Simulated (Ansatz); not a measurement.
# Na2F: the cost of one run

Program: Ansatz 0.2.0. Level of theory: DFT PBE, scalar-relativistic, plane waves, PAW. These are calculated values, not measurements.

The COD entry's cell or inner coordinates are ideal or old and differ from later refinements, so a difference from it is no clean test against experiment.

4 further runs of the same task are left out: 4 set aside as unsound or not needed.

### 1 The structure to begin with

The structure is cubic, space group Pn-3m (No. 224). Conventional cell: a = 4.899 Å, b = 4.899 Å, c = 4.899 Å, α = 90.00°, β = 90.00°, γ = 90.00°. Na (site symmetry -3m) is surrounded by 2 F at 2.12 Å. F (site symmetry -43m) is surrounded by 4 Na at 2.12 Å.

Coordinates:

```xyz
6
Lattice="4.8989 0.0000 0.0000 0.0000 4.8989 0.0000 0.0000 0.0000 4.8989" Properties=species:S:1:pos:R:3 pbc="T T T"
Na    1.2247    1.2247    1.2247
Na    1.2247    3.6742    3.6742
Na    3.6742    3.6742    1.2247
Na    3.6742    1.2247    3.6742
F     0.0000    0.0000    0.0000
F     2.4494    2.4494    2.4494
```

This is candidate A: cuprite type (Pn-3m, No. 224).

(A quick probe on a coarse mesh, which set the mesh and smearing, is not shown.)

### 3 Rough relaxation on the coarse mesh (candidate A)

input.yaml reads:

```yaml
crystal:
  lattice:
    - [4.8988852728, 0.0, 0.0]
    - [0.0, 4.8988852728, 0.0]
    - [0.0, 0.0, 4.8988852728]
  atoms:
    - { symbol: Na, position: [0.25, 0.25, 0.25] }
    - { symbol: Na, position: [0.25, 0.75, 0.75] }
    - { symbol: Na, position: [0.75, 0.75, 0.25] }
    - { symbol: Na, position: [0.75, 0.25, 0.75] }
    - { symbol: F, position: [0.0, 0.0, 0.0] }
    - { symbol: F, position: [0.5, 0.5, 0.5] }
basis:
  ecutwfc: 420
kpoints:
  mp_grid: { grid: [4, 4, 4] }
hamiltonian:
  xc: pbe
scf:
  occupations: { method: gaussian, width: 0.1 }
  lower_state_search: "off"
output:
  forces: true
  stress: true
  eigenvalues: true
relax:
  adjacent_minimum: "off"
  f_tol: 0.04
  max_steps: 70
  cell: { stress_tol: 0.4 }
```

Run with:

```
ansatz run input.yaml --threads 1 --pin off --max-ram 2560MiB --backend cpu --events-out ev --progress --plain --runs-dir out
```

**Question.** How long does this run take on 1 thread of Intel Xeon Platinum 8488C (Sapphire Rapids), shared host, and how much memory does it need?

About 16 s, with a peak of 0.4 GiB.
